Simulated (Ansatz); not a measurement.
# C₃H₅FO₂Zr: vertical ionisation energy

Aim: the vertical ionisation energy of C₃H₅FO₂Zr, as cation minus neutral at the neutral's geometry, on several levels, and how well −ε(HOMO) stands in for it.

Computed with Ansatz 0.2.0, Gaussian basis. Level: unrestricted cation, the program's frozen cores in correlated methods.

Plan: UKS PBE-D4/def2-TZVPP; UKS r2SCAN-D4/def2-TZVPP; UKS PBE0-D4/def2-TZVPP; UKS B3LYP-D4/def2-TZVPP; UKS wB97X-V/def2-TZVPP; UKS wB97M-V/def2-TZVPP; UKS B2PLYP/def2-TZVPP; UHF-CCSD(T)/def2-TZVPP; UHF-MP2/def2-QZVPP; extrapolation to the limit; then −ε(HOMO) from the neutral's earlier runs with LDA (SPW92), PBE-D4, revPBE-D4, BLYP-D4, r2SCAN-D4, B97M-V, PBE0-D4, B3LYP-D4, r2SCANh-D4, r2SCAN0-D4, HSE06-D4, BHLYP-D4, CAM-B3LYP-D4, LC-ωPBE, ωB97X-V, ωB97M-V.

### Step 1. Structure used throughout

An earlier PBE0-D4 in a triple-zeta def2 set relaxation fixed the geometry. Zr takes the def2 core potential; no spin-orbit term is included.

SMILES `C#[C][Zr]([OH])([F])[O]C`, 12 atoms, charge 0, spin multiplicity 1.

Atoms are counted from 1 here; the program's logs count them from 0.

Bond lengths: C1–C2 1.215 Å, C1–H8 1.067 Å, C2–Zr3 2.206 Å, Zr3–O4 1.911 Å, Zr3–F5 1.913 Å, Zr3–O6 1.896 Å, O4–H9 0.953 Å, O6–C7 1.392 Å, C7–H10 1.094 Å, C7–H11 1.094 Å, C7–H12 1.094 Å. Angles: C2–C1–H8 179.9°, C1–C2–Zr3 178.8°, C2–Zr3–O4 108.6°, C2–Zr3–F5 110.2°, C2–Zr3–O6 106.7°, O4–Zr3–F5 110.3°, O4–Zr3–O6 111.7°, F5–Zr3–O6 109.3°, Zr3–O4–H9 166.1°, Zr3–O6–C7 175.3°, O6–C7–H10 110.5°, O6–C7–H11 110.3°, O6–C7–H12 110.0°, H10–C7–H11 108.7°, H10–C7–H12 108.6°, H11–C7–H12 108.6°.

### Step 2. Cation, UKS PBE-D4/def2-TZVPP

The input, in.yaml:

```yaml
crystal:
  periodic: [false, false, false]
  atoms:
    - {symbol: C, position_ang: [-0.262333, -3.130463, 1.205306]}
    - {symbol: C, position_ang: [-0.275661, -1.918502, 1.117958]}
    - {symbol: Zr, position_ang: [-0.282342, 0.284750, 1.001358]}
    - {symbol: O, position_ang: [-2.092940, 0.893000, 1.060988]}
    - {symbol: F, position_ang: [0.715638, 1.025546, 2.455608]}
    - {symbol: O, position_ang: [0.558308, 0.744968, -0.634154]}
    - {symbol: C, position_ang: [1.096523, 1.165972, -1.847033]}
    - {symbol: H, position_ang: [-0.250063, -4.194551, 1.283412]}
    - {symbol: H, position_ang: [-2.939863, 1.293977, 0.889517]}
    - {symbol: H, position_ang: [0.328149, 1.644004, -2.462531]}
    - {symbol: H, position_ang: [1.905507, 1.882534, -1.675863]}
    - {symbol: H, position_ang: [1.499078, 0.308766, -2.394575]}
basis:
  gaussian: {orbitals: def2-TZVPP}
total_charge: 1
magnetization: {spin_polarized: true, initial_magnetization: 1}
hamiltonian: {xc: pbe, dispersion: d4}
```

After this run come: Cation, UKS r2SCAN-D4/def2-TZVPP; Cation, UKS PBE0-D4/def2-TZVPP; Cation, UKS B3LYP-D4/def2-TZVPP; Cation, UKS wB97X-V/def2-TZVPP; Cation, UKS wB97M-V/def2-TZVPP; Cation, UKS B2PLYP (frozen core)/def2-TZVPP; Cation, UHF-CCSD(T)/def2-TZVPP; Cation, UHF-MP2/def2-QZVPP.

Q: Predict the results of all the runs planned. Wanted: ionisation energy, CCSD(T)/CBS; nearest functional by difference; nearest −ε(HOMO); −ε(HOMO) of PBE; T1 of the cation.

The runs gave:

| quantity | value |
| --- | --- |
| ionisation energy, CCSD(T)/CBS | 10.34 eV |
| nearest functional by difference | B2PLYP (-0.25 eV) |
| nearest −ε(HOMO) | ωB97X-V (-0.14 eV) |
| −ε(HOMO) of PBE | 6.61 eV |
| T1 of the cation | 0.025 |

Energy differences with functionals land within 0.88 eV of the reference. −ε(HOMO) of PBE misses by 3.7 eV, since self-interaction lifts the level. Among orbital estimates ωB97X-V comes nearest. Hartree-Fock falls 1.53 eV short, as the neutral has more correlation energy than the cation. The cation may have settled in a state other than its lowest; no search over hole states beyond the program's own was made. Correlated methods include outer-core shells of Zr, which these sets cover unevenly.
